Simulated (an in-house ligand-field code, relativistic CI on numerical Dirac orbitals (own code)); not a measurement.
# d7 in a ligand field: terms for several parameter sets

Aim: the terms of a d7 shell from Racah B and C, spin-orbit ζ and the field, by exact diagonalisation.

Method: parametric ligand-field model of a d^n configuration (Racah B and C, spin-orbit zeta, crystal field), exact diagonalisation. Code: an in-house ligand-field code version 1.

**1. What is computed**

| Property | Result |
| --- | --- |
| shell | d7 |
| set 1 (cm⁻¹) | B = 410, C = 2000, ζ = 1350, Oh, 10Dq = 9500 |
| set 2 (cm⁻¹) | B = 540, C = 2680, ζ = 440, Td, 10Dq = -2450 |
| set 3 (cm⁻¹) | B = 410, C = 1690, ζ = 3700, Td, 10Dq = -7050 |
| set 4 (cm⁻¹) | B = 700, C = 2700, ζ = 540, Oh, 10Dq = 7250 |
| set 5 (cm⁻¹) | B = 940, C = 4460, ζ = 2650, Oh, 10Dq = 33000 |
| set 6 (cm⁻¹) | B = 1110, C = 5260, ζ = 1850, Oh, 10Dq = 5450 |
| set 7 (cm⁻¹) | B = 450, C = 1740, ζ = 620, Oh, 10Dq = 34700 |
| set 8 (cm⁻¹) | B = 740, C = 3110, ζ = 600, Oh, 10Dq = 14250 |

**2. Set 1**

Input settings:

```ini
n = 7
racah_B = 410  # cm-1
racah_C = 2000  # cm-1
zeta = 1350  # cm-1
symmetry = Oh
field = {"10Dq": 9500}  # cm-1
```

**3. Set 2**

Input settings:

```ini
n = 7
racah_B = 540  # cm-1
racah_C = 2680  # cm-1
zeta = 440  # cm-1
symmetry = Td
field = {"10Dq": -2450}  # cm-1
```

**4. Set 3**

Input settings:

```ini
n = 7
racah_B = 410  # cm-1
racah_C = 1690  # cm-1
zeta = 3700  # cm-1
symmetry = Td
field = {"10Dq": -7050}  # cm-1
```

**5. Set 4**

Input settings:

```ini
n = 7
racah_B = 700  # cm-1
racah_C = 2700  # cm-1
zeta = 540  # cm-1
symmetry = Oh
field = {"10Dq": 7250}  # cm-1
```

**6. Set 5**

Input settings:

```ini
n = 7
racah_B = 940  # cm-1
racah_C = 4460  # cm-1
zeta = 2650  # cm-1
symmetry = Oh
field = {"10Dq": 33000}  # cm-1
```

**7. Set 6**

Input settings:

```ini
n = 7
racah_B = 1110  # cm-1
racah_C = 5260  # cm-1
zeta = 1850  # cm-1
symmetry = Oh
field = {"10Dq": 5450}  # cm-1
```

**8. Set 7**

Input settings:

```ini
n = 7
racah_B = 450  # cm-1
racah_C = 1740  # cm-1
zeta = 620  # cm-1
symmetry = Oh
field = {"10Dq": 34700}  # cm-1
```

**9. Set 8**

Input settings:

```ini
n = 7
racah_B = 740  # cm-1
racah_C = 3110  # cm-1
zeta = 600  # cm-1
symmetry = Oh
field = {"10Dq": 14250}  # cm-1
```

(Steps that only read results are left out.)

Before running it: what results should come out? Wanted: lowest spin-orbit levels; sets at their largest spin, of those that allow S over 1.

**Answer**, as computed:

| set | 10Dq/B (size) | lowest | S | electrons in z² and x²-y² | next level (cm⁻¹) |
| --- | --- | --- | --- | --- | --- |
| 1: Oh | 23.2 | G8 | 1.02 | 1.52 | G6 290 |
| 2: Td | 4.5 | G8 | 1.50 | 3.95 | G8 2284 |
| 3: Td | 17.2 | G8 | 1.40 | 3.69 | G8 3255 |
| 4: Oh | 10.4 | G6 | 1.50 | 2.09 | G8 346 |
| 5: Oh | 35.1 | G8 | 0.59 | 1.10 | G6 10190 |
| 6: Oh | 4.9 | G6 | 1.49 | 2.17 | G8 863 |
| 7: Oh | 77.1 | G8 | 0.50 | 1.01 | G6 25470 |
| 8: Oh | 19.3 | G6 | 1.50 | 2.05 | G8 221 |

```
                                                quantity                                                   value
                                lowest spin-orbit levels  1: G8, 2: G8, 3: G8, 4: G6, 5: G8, 6: G6, 7: G8, 8: G6
sets at their largest spin, of those that allow S over 1                                           2, 3, 4, 6, 8
```

What this shows: 5 of 8 sets have the highest spin that their shell allows, S = 3/2. A negative 10Dq stands for a tetrahedral field. With spin-orbit coupling the labels are those of spin-orbit levels, not of terms, and S is an average from the expectation value of its square. B, C and the field are free parameters here, not those of a compound.
